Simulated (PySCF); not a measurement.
# GeSiH6O (SMILES [SiH3][O][GeH3]): levels of theory compared

Aim: a comparison of 6 runs (HF/3-21G, HF/def2-TZVP, B3LYP/6-31G*, BP86/def2-TZVP, MP2/6-31G, MP2/def2-SVP) of GeSiH6O. The job is set up through a Python script.

The results are computed with PySCF 2.14.0.

## 1. The molecule

GeSiH6O: 9 atoms, total charge 0, spin state singlet. SMILES: `[SiH3][O][GeH3]`. The coordinates come from a PBE0-D4/def2-TZVP relaxation.

Bond lengths: Si1–O2 1.633 Å, O2–Ge3 1.776 Å, Si1–H4 1.490 Å, Si1–H5 1.484 Å, Si1–H6 1.490 Å, Ge3–H7 1.532 Å, Ge3–H8 1.538 Å, Ge3–H9 1.538 Å. Some angles: Si1–O2–Ge3 134.7°, O2–Si1–H4 111.0°, O2–Si1–H5 108.2°, O2–Si1–H6 111.0°, O2–Ge3–H7 105.5°, O2–Ge3–H8 108.4°, O2–Ge3–H9 108.4°, H4–Si1–H5 109.4°, H4–Si1–H6 107.8°, H5–Si1–H6 109.4°.

## 2. Energy and forces at HF/3-21G (run 1)

Contents of geometry.xyz:

```xyz
9
GeH6OSi
Si    -0.686600     1.033100    -0.921400
O      0.592700     0.201900    -0.339400
Ge     0.809800    -1.049500     0.901700
H     -1.697500     0.113200    -1.514500
H     -0.195800     1.964800    -1.966700
H     -1.355600     1.810800     0.159300
H      2.310800    -1.355600     0.917000
H     -0.018800    -2.280500     0.498400
H      0.329300    -0.484400     2.248700
```

Contents of job.py:

```python
from pyscf import gto

mol = gto.Mole()
mol.atom = 'geometry.xyz'
mol.spin = 0
mol.verbose = 3
mol.basis = '3-21g'
mol.max_memory = 1860
mol.build()

myscf = mol.RHF()
myscf.conv_tol = 1e-10
myscf.kernel()
if not myscf.converged:
    myscf = myscf.newton().run(myscf.mo_coeff, myscf.mo_occ)

e_tot = myscf.e_tot
print('Final energy', e_tot)
grad = myscf.nuc_grad_method().kernel()
dip = myscf.dip_moment()
pop, q = myscf.mulliken_pop()
```

The run is started by

```bash
$ OMP_NUM_THREADS=1 python job.py
```

The program printed:

```text
converged SCF energy = -2430.71005994449
Final energy -2430.7100599444925
[... 8 lines left out ...]
Dipole moment(X, Y, Z, Debye): -0.51210, -0.93762,  1.07473
[... 66 lines left out ...]
charge of    8H =     -0.21763
```

Run time: 1.8 s. Hardware: 1 thread of Arm Neoverse V2, shared host; peak memory 0.15 GiB.

## 3. Energy and forces at HF/def2-TZVP (run 2)

Contents of job.py:

```python
from pyscf import gto

mol = gto.M(
    atom='''
Si    -1.297486     1.952276    -1.741194
O      1.120041     0.381536    -0.641373
Ge     1.530300    -1.983268     1.703966
H     -3.207810     0.213917    -2.861990
H     -0.370008     3.712934    -3.716524
H     -2.561713     3.421916     0.301033
H      4.366779    -2.561713     1.732879
H     -0.035527    -4.309520     0.941840
H      0.622287    -0.915383     4.249427
''',
    basis='def2-tzvp',
    verbose=3,
    spin=0,
    max_memory=1860,
    unit='bohr',
)

calc0 = mol.RHF()
calc0.conv_tol = 1e-10
calc0.kernel()
if not calc0.converged:
    calc0 = calc0.newton().run(calc0.mo_coeff, calc0.mo_occ)

e_tot = calc0.e_tot
print(f'total energy: {e_tot:.8f} hartree')
grad = calc0.nuc_grad_method().kernel()
calc0.analyze()
```

The run is started by

```bash
$ OMP_NUM_THREADS=1 python job.py
```

The program printed:

```text
converged SCF energy = -2442.75980645486
[... 31 lines left out ...]
MO #22  energy= -0.773062957558729 occ= 2
[... 25 lines left out ...]
MO #48  energy= 0.420068482006276  occ= 0
[... 25 lines left out ...]
MO #74  energy= 1.1824130405396    occ= 0
[... 25 lines left out ...]
MO #100 energy= 2.16664323371159   occ= 0
[... 25 lines left out ...]
MO #126 energy= 3.27664563482951   occ= 0
[... 25 lines left out ...]
MO #152 energy= 45.2646128188003   occ= 0
[... 10 lines left out ...]
Dipole moment(X, Y, Z, Debye): -0.02672, -0.92977,  0.96268
```

It took 31 s on 1 thread of Arm Neoverse V2, shared host; peak memory 0.66 GiB.

Runs 3 to 4 aren't shown in full; the table further down has their settings and results.

## 4. Energy and forces at MP2/6-31G (run 5)

Contents of input.py:

```python
from pyscf import gto, mp

mol = gto.M(
    atom='''
Si  -0.686600   1.033100  -0.921400
O    0.592700   0.201900  -0.339400
Ge   0.809800  -1.049500   0.901700
H   -1.697500   0.113200  -1.514500
H   -0.195800   1.964800  -1.966700
H   -1.355600   1.810800   0.159300
H    2.310800  -1.355600   0.917000
H   -0.018800  -2.280500   0.498400
H    0.329300  -0.484400   2.248700
''',
    basis='6-31g',
    max_memory=1860,
    verbose=4,
    charge=0,
)

myscf = mol.RHF()
myscf.conv_tol = 1e-10
myscf.kernel()
if not myscf.converged:
    myscf = myscf.newton().run(myscf.mo_coeff, myscf.mo_occ)

pt = mp.MP2(myscf, frozen=15).run()
energy = pt.e_tot
print('E = %.10f Eh' % energy)
grad = pt.nuc_grad_method().kernel()
myscf.analyze()
```

The run is started by

```bash
$ OMP_NUM_THREADS=1 python input.py
```

The program printed:

```text
PySCF version 2.14.0

[... 90 lines left out ...]
MO #1   energy= -405.245163628842  occ= 2
[... 11 lines left out ...]
MO #13  energy= -4.28300950336192  occ= 2
[... 11 lines left out ...]
MO #25  energy= -0.56228662853664  occ= 2
[... 11 lines left out ...]
MO #37  energy= 0.238311745550331  occ= 0
[... 11 lines left out ...]
MO #49  energy= 1.19762365844198   occ= 0
[... 11 lines left out ...]
MO #61  energy= 3.47454883197      occ= 0
[... 73 lines left out ...]
Dipole moment(X, Y, Z, Debye): -0.80964, -0.98112,  1.18307
```

It took 9.3 s on 1 thread of Arm Neoverse V2, shared host; peak memory 0.36 GiB.

## 5. Energy and forces at MP2/def2-SVP (run 6)

Contents of input.py:

```python
from pyscf import gto, mp

mol = gto.M(
    atom='''
Si    -1.297486     1.952276    -1.741194
O      1.120041     0.381536    -0.641373
Ge     1.530300    -1.983268     1.703966
H     -3.207810     0.213917    -2.861990
H     -0.370008     3.712934    -3.716524
H     -2.561713     3.421916     0.301033
H      4.366779    -2.561713     1.732879
H     -0.035527    -4.309520     0.941840
H      0.622287    -0.915383     4.249427
''',
    max_memory=1860,
    basis='def2-svp',
    unit='bohr',
    charge=0,
    verbose=4,
)

mf = mol.RHF()
mf.conv_tol = 1e-10
mf.kernel()
if not mf.converged:
    mf = mf.newton().run(mf.mo_coeff, mf.mo_occ)

pt = mp.MP2(mf, frozen=15).run()
etot = pt.e_tot
print(f'total energy: {etot:.8f} hartree')
grad = pt.nuc_grad_method().kernel()
mf.analyze()
```

The run is started by

```bash
$ OMP_NUM_THREADS=1 python input.py
```

The program printed:

```text
PySCF version 2.14.0

[... 93 lines left out ...]
MO #4   energy= -46.2520698386576  occ= 2
[... 17 lines left out ...]
MO #22  energy= -0.774451599487778 occ= 2
[... 17 lines left out ...]
MO #40  energy= 0.400732366762209  occ= 0
[... 17 lines left out ...]
MO #58  energy= 1.07600329486466   occ= 0
[... 17 lines left out ...]
MO #76  energy= 2.01116226262428   occ= 0
[... 17 lines left out ...]
MO #94  energy= 3.54505585909641   occ= 0
[... 106 lines left out ...]
Dipole moment(X, Y, Z, Debye): -0.15395, -0.97113,  1.03313
```

It took 13 s on 1 thread of Arm Neoverse V2, shared host; peak memory 0.97 GiB.

## 6. The series

```
run                               level  Cartesian functions  integration grid   energy (Eh)  dipole moment (D) of the reference  HOMO energy (eV)  LUMO energy (eV)  wall time
  1                            HF/3-21G                   no                 –  -2430.710060                                1.52            -11.67              3.70      1.8 s
  2                        HF/def2-TZVP                   no                 –  -2442.759806                                1.34            -12.05              2.89       31 s
  3  B3LYP/6-31G* (Cartesian functions)                  yes                 5  -2445.126930                                1.32             -8.00             -0.24       29 s
  4                      BP86/def2-TZVP                   no                 5  -2445.707366                                1.21             -7.14             -1.19       81 s
  5                           MP2/6-31G                   no                 –  -2442.627580                                1.74            -11.80              2.92      9.3 s
  6                        MP2/def2-SVP                   no                 –  -2442.811725                                1.43            -12.03              3.43       13 s
```

## 7. Results

| quantity | value |
| --- | --- |
| run 6: total energy | -2442.81172 Eh |
| run 6: dipole moment (Hartree–Fock density) | 1.43 D |
| run 6: HOMO energy (Hartree–Fock orbitals) | -12.03 eV |
| run 6: LUMO energy (Hartree–Fock orbitals) | 3.43 eV |
| run 6: HOMO–LUMO gap (Hartree–Fock orbitals) | 15.46 eV |
| run 6: correlation energy (15 core orbitals frozen) | -522.2 mEh |
| run 6: largest force on an atom | 0.985 eV/Å |

What this shows: Over runs 1, 2, 3, 4 the dipole moment (its size) runs from 1.21 D (BP86/def2-TZVP) to 1.52 D (HF/3-21G). The two ends differ in method and basis. Over runs 1, 2, 3, 4 the HOMO–LUMO gap runs from 5.96 eV (BP86/def2-TZVP) to 15.37 eV (HF/3-21G). Totals of different functionals can't be ranked against each other. All runs together took 2.7 min, the longest 81 s.
